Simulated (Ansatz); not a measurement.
# CH6N2OSi: a ladder of functionals and wavefunction methods

Aim: compute CH6N2OSi with functionals from several rungs and with coupled cluster. The yardstick is the atomisation energy at the CCSD(T) limit.

Program: Ansatz 0.2.0, Gaussian basis. Level of theory: functionals in def2-TZVPP, the program's frozen cores in correlated methods. These are calculated values, not measurements.

The runs, in order: PBE-D4, r2SCAN-D4, PBE0-D4, B3LYP-D4, ωB97X-V, ωB97M-V, B2PLYP; CCSD(T)/def2-TZVPP; MP2/def2-QZVPP; extrapolation to the limit.

## 1. The geometry

An earlier PBE0-D4 in a triple-zeta def2 set relaxation fixed the geometry.

SMILES `N/C(O)=N\[SiH3]`, 11 atoms, charge 0, spin multiplicity 1.

Atoms are counted from 1 here; the program's logs count them from 0.

Bond lengths: N1–C2 1.355 Å, N1–H6 1.004 Å, N1–H7 1.004 Å, C2–O3 1.347 Å, C2–N4 1.268 Å, O3–H8 0.965 Å, N4–Si5 1.705 Å, Si5–H9 1.503 Å, Si5–H10 1.485 Å, Si5–H11 1.487 Å. Angles: C2–N1–H6 118.2°, C2–N1–H7 118.8°, H6–N1–H7 118.4°, N1–C2–O3 110.3°, N1–C2–N4 128.9°, O3–C2–N4 120.9°, C2–O3–H8 105.2°, C2–N4–Si5 129.8°, N4–Si5–H9 113.2°, N4–Si5–H10 109.9°, N4–Si5–H11 110.7°, H9–Si5–H10 107.3°, H9–Si5–H11 107.1°, H10–Si5–H11 108.6°.

## 2. PBE-D4 (GGA)

File in.yaml:

```yaml
crystal:
  periodic: [false, false, false]
  atoms:
    - {symbol: N, position_ang: [-0.940452, 0.139851, 1.302216]}
    - {symbol: C, position_ang: [0.020050, -0.641686, 0.751038]}
    - {symbol: O, position_ang: [0.320631, -1.663375, 1.576380]}
    - {symbol: N, position_ang: [0.589953, -0.526387, -0.375269]}
    - {symbol: Si, position_ang: [0.389719, 0.660667, -1.582615]}
    - {symbol: H, position_ang: [-1.135488, 1.025351, 0.871738]}
    - {symbol: H, position_ang: [-1.160185, 0.022631, 2.274625]}
    - {symbol: H, position_ang: [0.985754, -2.180606, 1.105647]}
    - {symbol: H, position_ang: [-0.434418, 1.832825, -1.129782]}
    - {symbol: H, position_ang: [1.715382, 1.187426, -1.996870]}
    - {symbol: H, position_ang: [-0.285444, 0.086304, -2.776608]}
basis:
  gaussian: {orbitals: def2-TZVPP}
hamiltonian: {xc: pbe, dispersion: d4}
output: {forces: true, orbitals: {seedname: orbitals}}
```

Launch:

```console
$ ansatz run in.yaml --threads 4 --pin off --events-out ev --progress --plain --max-ram 10444MiB
```

After this run come: r2SCAN-D4 (meta-GGA); PBE0-D4 (hybrid); B3LYP-D4 (hybrid); ωB97X-V (range-separated); ωB97M-V (range-separated); B2PLYP (double hybrid); CCSD(T) in def2-TZVPP; MP2 in def2-QZVPP.

Q: Predict the results of all the runs planned. Wanted: atomisation energy, CCSD(T)/CBS; farthest; mean size of error, hybrid; mean size of error, range-separated; gap, smallest and largest; T1 diagnostic; triples share of the correlation energy.

**Answer**, as computed:

```
                               quantity                                 value
        atomisation energy, CCSD(T)/CBS                         4022.5 kJ/mol
 functionals within 20.1 kJ/mol (0.5 %)                    r2SCAN-D4, PBE0-D4
                               farthest                PBE-D4 (+118.4 kJ/mol)
             mean size of error, hybrid                           16.5 kJ/mol
    mean size of error, range-separated                           31.9 kJ/mol
              gap, smallest and largest  5.71 eV (PBE-D4), 12.14 eV (ωB97X-V)
                          T1 diagnostic                                0.0132
triples share of the correlation energy                                 4.0 %
```

**Reading.** PBE-D4 misses by +118.4 kJ/mol. Double hybrids carry the basis error of their MP2 part in triple zeta, and no dispersion term here, so their miss is partly the set-up's. Misses under about 20.1 kJ/mol are within the doubt on the reference itself, which lacks core-valence correlation, relativity and higher excitations. Hartree-Fock recovers 68 % of the binding; the rest is correlation. Orbital gaps span 5.7 to 12.1 eV; exact exchange widens them.
